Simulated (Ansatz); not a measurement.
# CH₂OSe (SMILES OC=[Se]): one structure at several levels

The task here is to estimate one member of a computed series from the others.

Computed with Ansatz 0.2.0, Gaussian basis. Level: single points in def2-TZVPP.

Correlated methods freeze the cores. Filled d shells of the heavier atoms are correlated.

### The system as given

5 atoms, charge 0, spin multiplicity 1.

Atoms are counted from 1 here; the program's logs count them from 0.

Bond lengths: O1–C2 1.353 Å, O1–H4 0.946 Å, C2–Se3 1.718 Å, C2–H5 1.089 Å. Angles: C2–O1–H4 115.9°, O1–C2–Se3 122.2°, O1–C2–H5 113.8°, Se3–C2–H5 123.9°.

Coordinates:

```mol
CH2OSe
  3D, bonds by distance, orders not assigned

  5  4  0  0  0  0  0  0  0  0999 V2000
   -0.5824   -0.8130   -0.0609 O   0  0
    0.2737    0.2235    0.0894 C   0  0
    1.7440    0.0779    0.9651 Se  0  0
   -1.3789   -0.6252   -0.5349 H   0  0
   -0.0386    1.1301   -0.4276 H   0  0
  1  2  8  0
  1  4  8  0
  2  3  8  0
  2  5  8  0
M  END
```

Set-up of the first run:

The input, run/in.yaml:

```yaml
crystal:
  periodic: [false, false, false]
  atoms:
    - {symbol: O, position_ang: [-0.582400, -0.813000, -0.060900]}
    - {symbol: C, position_ang: [0.273700, 0.223500, 0.089400]}
    - {symbol: Se, position_ang: [1.744000, 0.077900, 0.965100]}
    - {symbol: H, position_ang: [-1.378900, -0.625200, -0.534900]}
    - {symbol: H, position_ang: [-0.038600, 1.130100, -0.427600]}
basis:
  gaussian: {orbitals: def2-TZVPP}
correlation: {method: ccsd_t}
output: {forces: true}
```

No record of the launch command was kept for these runs.

Steps of the session up to this table: CCSD(T)/def2-TZVPP; PBE0-D4/def2-TZVPP; wB97M-V/def2-TZVPP; r2SCAN-D4/def2-TZVPP; PBE-D4/def2-TZVPP; revPBE-D4/def2-TZVPP; HSE06-D4/def2-TZVPP.

One table of the session follows, with a row left open; its other results are not shown here.

```
   method  RMS force component (eV/Å)  angle to CCSD(T) forces (°)  dipole (D)
  CCSD(T)                       0.811                    reference        3.35
  PBE0-D4                       0.795                         19.6        3.52
  wB97M-V                       0.727                         15.4        3.54
r2SCAN-D4                           ?                            ?           ?
   PBE-D4                       0.932                         13.2        3.38
revPBE-D4                       0.956                         12.2        3.39
 HSE06-D4                       0.801                         19.4        3.52
```

Q: Estimate the row for r2SCAN-D4 from the others.

The run gave: RMS force component (eV/Å): 0.798; angle to CCSD(T) forces (°): 11.3; dipole (D): 3.58. In the column «RMS force component (eV/Å)» it lies between PBE0-D4 (0.795) and HSE06-D4 (0.801).
